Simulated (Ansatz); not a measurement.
**C₂BrF₅: geometry at several levels**

The task here is to estimate one member of a computed series from the others.

Computed with Ansatz 0.2.0 (the levels named in each step, unless a step's input says otherwise).

## Starting point

Bond lengths: F1–C2 1.329 Å, C2–F3 1.329 Å, C2–F4 1.328 Å, C2–C5 1.547 Å, C5–F6 1.333 Å, C5–F7 1.332 Å, C5–Br8 1.937 Å. Angles: F1–C2–F3 108.2°, F1–C2–F4 108.2°, F1–C2–C5 111.0°, F3–C2–F4 108.3°, F3–C2–C5 110.5°, F4–C2–C5 110.6°, C2–C5–F6 110.1°, C2–C5–F7 110.1°, C2–C5–Br8 109.6°, F6–C5–F7 107.8°, F6–C5–Br8 109.6°, F7–C5–Br8 109.6°.

Structure file:

```xyz
8

F    -1.4643   -1.9968    0.4360
C    -1.1412   -0.7327    0.1841
F    -1.7199   -0.3753   -0.9574
F    -1.6361    0.0241    1.1568
C     0.3936   -0.5617    0.0903
F     0.9659   -0.9337    1.2349
F     0.8820   -1.3333   -0.8799
Br    0.8192    1.2919   -0.2762
```

Set-up of the first run:

File input.yaml:

```yaml
crystal:
  periodic: [false, false, false]
  atoms:
    - { symbol: F, position_ang: [-1.46433, -1.99675, 0.43595] }
    - { symbol: C, position_ang: [-1.14123, -0.73271, 0.18409] }
    - { symbol: F, position_ang: [-1.71993, -0.37529, -0.9574] }
    - { symbol: F, position_ang: [-1.63613, 0.02414, 1.15678] }
    - { symbol: C, position_ang: [0.39357, -0.56172, 0.09027] }
    - { symbol: F, position_ang: [0.96586, -0.93369, 1.23495] }
    - { symbol: F, position_ang: [0.88203, -1.33325, -0.87991] }
    - { symbol: Br, position_ang: [0.81916, 1.29191, -0.27624] }
basis:
  gaussian: { orbitals: def2-SVP }
hamiltonian:
  xc: pbe
  dispersion: d4
relax:
  f_tol: 0.03
  max_steps: 200
```

On the command line:

```sh
$ ansatz run input.yaml --threads 4 --pin off --max-ram 10240MiB --backend cpu --events-out ev --progress --plain --runs-dir out
```

Among the steps run: A rough first relaxation, PBE-D4/def2-SVP; Relaxation, HF/STO-3G; Relaxation, HF/def2-SVP; Relaxation, LDA/def2-SVP; Relaxation, PBE-D4/def2-SVP.

One of the session's tables, all rows but one given; the rest of the session is left out.

It belongs to the step «Geometries side by side». 

| level | F1–C2 (Å) | C2–F3 (Å) | C2–F4 (Å) | dipole (D) |
| --- | --- | --- | --- | --- |
| HF/STO-3G | ? | ? | ? | ? |
| HF/def2-SVP | 1.3063 | 1.3032 | 1.3032 | 0.75 |
| LDA/def2-SVP | 1.3264 | 1.3215 | 1.3215 | 0.29 |
| PBE-D4/def2-SVP | 1.3445 | 1.3392 | 1.3392 | 0.27 |

Estimate the missing values for HF/STO-3G.

**Answer.** F1–C2 (Å): 1.3705; C2–F3 (Å): 1.3690; C2–F4 (Å): 1.3690; dipole (D): 0.25. In the column «F1–C2 (Å)» it is the highest.
